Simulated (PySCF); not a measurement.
# CeH8O4 (Ce(H2O)43+): the cost of one run

The runs use PySCF 2.14.0; PBE, Ce lcecp-1-SVP with ECP47, O def2-SVP, H def2-SVP; scalar-relativistic core potentials, no spin–orbit coupling.

3 further runs of the same task are left out: 2 for a known fault of the program, 1 that didn't finish.

### 1 Where the work starts

13 atoms, charge 3, spin multiplicity 1.

Bond lengths: Ce1–O2 2.548 Å, Ce1–O5 2.548 Å, Ce1–O8 2.548 Å, Ce1–O11 2.548 Å, O2–H3 0.970 Å, O2–H4 0.970 Å, O5–H6 0.970 Å, O5–H7 0.970 Å, O8–H9 0.970 Å, O8–H10 0.970 Å, O11–H12 0.970 Å, O11–H13 0.970 Å. Angles: O2–Ce1–O5 109.5°, O2–Ce1–O8 109.5°, O2–Ce1–O11 109.5°, O5–Ce1–O8 109.5°, O5–Ce1–O11 109.5°, O8–Ce1–O11 109.5°, Ce1–O2–H3 127.5°, Ce1–O2–H4 127.5°, H3–O2–H4 105.1°, Ce1–O5–H6 127.5°, Ce1–O5–H7 127.5°, H6–O5–H7 105.1°, Ce1–O8–H9 127.5°, Ce1–O8–H10 127.5°, H9–O8–H10 105.1°, Ce1–O11–H12 127.5°, Ce1–O11–H13 127.5°, H12–O11–H13 105.1°.

As a file:

```xyz
13

Ce    0.0000    0.0000    0.0000
O     1.4708    1.4708    1.4708
H     1.8114    1.2670    2.3559
H     1.8114    2.3559    1.2670
O    -1.4708   -1.4708    1.4708
H    -1.8114   -1.2670    2.3559
H    -1.8114   -2.3559    1.2670
O     1.4708   -1.4708   -1.4708
H     1.8114   -2.3559   -1.2670
H     1.8114   -1.2670   -2.3559
O    -1.4708    1.4708   -1.4708
H    -1.8114    2.3559   -1.2670
H    -1.8114    1.2670   -2.3559
```

Formal oxidation states: Ce +3. Each metal's 1 4f electrons lie in its core potential, so multiplicities, spins and levels count the valence alone.

### 2 SCF at the start, singlet

run.py (the lines that set the calculation) reads:

```python
mol = gto.M(atom='''
Ce     0.00000     0.00000     0.00000
O      1.47080     1.47080     1.47080
H      1.81140     1.26700     2.35590
H      1.81140     2.35590     1.26700
O     -1.47080    -1.47080     1.47080
H     -1.81140    -1.26700     2.35590
H     -1.81140    -2.35590     1.26700
O      1.47080    -1.47080    -1.47080
H      1.81140    -2.35590    -1.26700
H      1.81140    -1.26700    -2.35590
O     -1.47080     1.47080    -1.47080
H     -1.81140     2.35590    -1.26700
H     -1.81140     1.26700    -2.35590''',
    basis={'Ce': 'lcecp-1-SVP', 'O': 'def2-SVP', 'H': 'def2-SVP'},
    ecp={'Ce': 'lcecp-1-SVP'},
    charge=3, spin=0)
mf = dft.RKS(mol, xc='PBE')
mf.grids.atom_grid = (50, 194)  # f atoms: unpruned, at least (60, 302)
mf = mf.density_fit()  # fitting sets: Ce AutoAux, O def2-universal-JKFIT, H def2-universal-JKFIT
mf.conv_tol = 1e-08; mf.max_cycle = 55
mf.kernel(dm0)  # dm0: free metal ions and neutral atoms
```

Started as:

```sh
OMP_NUM_THREADS=2 python run.py
```

What time and memory should one allow on 2 threads of Arm Neoverse V2, shared host?

About 5.5 s, with a peak of 0.81 GiB.
